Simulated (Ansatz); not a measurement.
**CH6AlN3O: how energies converge with the basis set**

The task here is to estimate one member of a computed series from the others.

The runs use Ansatz 0.2.0, Gaussian basis; one geometry, several basis sets.

Levels to be run: PBE0-D4/def2-SVP; ωB97M-V/def2-SVP; PBE0-D4/def2-QZVPP; ωB97M-V/def2-QZVPP; the functionals' def2-TZVPP values are taken from earlier runs.

## Structure used throughout

All runs share one geometry, relaxed beforehand with PBE0-D4 in a triple-zeta def2 set.

SMILES `N=[C](O)[Al]([NH2])[NH2]`, 12 atoms, charge 0, spin multiplicity 1.

Atoms are counted from 1 here; the program's logs count them from 0.

Bond lengths: N1–C2 1.268 Å, N1–H7 1.027 Å, C2–O3 1.360 Å, C2–Al4 1.981 Å, O3–H8 0.969 Å, Al4–N5 1.759 Å, Al4–N6 1.764 Å, N5–H9 1.007 Å, N5–H10 1.005 Å, N6–H11 1.006 Å, N6–H12 1.007 Å. Angles: C2–N1–H7 113.6°, N1–C2–O3 125.5°, N1–C2–Al4 116.7°, O3–C2–Al4 117.8°, C2–O3–H8 109.5°, C2–Al4–N5 116.3°, C2–Al4–N6 119.2°, N5–Al4–N6 124.5°, Al4–N5–H9 120.8°, Al4–N5–H10 128.1°, H9–N5–H10 111.1°, Al4–N6–H11 127.0°, Al4–N6–H12 122.7°, H11–N6–H12 110.3°.

Coordinates:

```
N    -0.30717   -2.14340    0.12280
C     0.43175   -1.18368   -0.25338
O     1.62340   -1.30860   -0.89743
Al   -0.21838    0.64651    0.13836
N    -1.76998    0.76263    0.95887
N     0.76497    2.02994   -0.34220
H     0.07416   -3.06991   -0.10311
H     1.82471   -2.24786   -1.02642
H    -2.28394   -0.06661    1.21030
H    -2.26282    1.59208    1.24026
H     0.55071    3.00270   -0.20152
H     1.64969    1.93089   -0.81273
```

The first run:

Contents of in.yaml:

```yaml
crystal:
  periodic: [false, false, false]
  atoms:
    - {symbol: N, position_ang: [-0.307170, -2.143396, 0.122798]}
    - {symbol: C, position_ang: [0.431755, -1.183681, -0.253377]}
    - {symbol: O, position_ang: [1.623398, -1.308597, -0.897435]}
    - {symbol: Al, position_ang: [-0.218377, 0.646509, 0.138360]}
    - {symbol: N, position_ang: [-1.769978, 0.762629, 0.958871]}
    - {symbol: N, position_ang: [0.764975, 2.029943, -0.342195]}
    - {symbol: H, position_ang: [0.074157, -3.069909, -0.103111]}
    - {symbol: H, position_ang: [1.824710, -2.247856, -1.026416]}
    - {symbol: H, position_ang: [-2.283943, -0.066607, 1.210299]}
    - {symbol: H, position_ang: [-2.262823, 1.592080, 1.240258]}
    - {symbol: H, position_ang: [0.550709, 3.002700, -0.201516]}
    - {symbol: H, position_ang: [1.649688, 1.930887, -0.812735]}
basis:
  gaussian: {orbitals: def2-SVP}
hamiltonian: {xc: pbe0, dispersion: d4}
output: {orbitals: {seedname: orbitals}}
```

Among the steps run: PBE0-D4 in def2-SVP; ωB97M-V in def2-SVP; PBE0-D4 in def2-QZVPP; ωB97M-V in def2-QZVPP.

One of the session's tables, all rows but one given; the rest of the session is left out.

It belongs to the step «Density functionals: the series». 

| functional | basis | HOMO (eV) | LUMO (eV) |
| --- | --- | --- | --- |
| PBE0-D4 | def2-SVP | -6.59 | 0.10 |
| PBE0-D4 | def2-TZVPP | -6.93 | -0.28 |
| PBE0-D4 | def2-QZVPP | -7.01 | -0.39 |
| ωB97M-V | def2-SVP | -8.96 | 2.14 |
| ωB97M-V | def2-TZVPP | ? | ? |
| ωB97M-V | def2-QZVPP | -9.40 | 1.21 |

**Question.** Estimate the row for ωB97M-V, def2-TZVPP.

As computed: HOMO (eV): -9.32; LUMO (eV): 1.67. In the column «HOMO (eV)» it lies between ωB97M-V, def2-QZVPP (-9.40) and ωB97M-V, def2-SVP (-8.96).
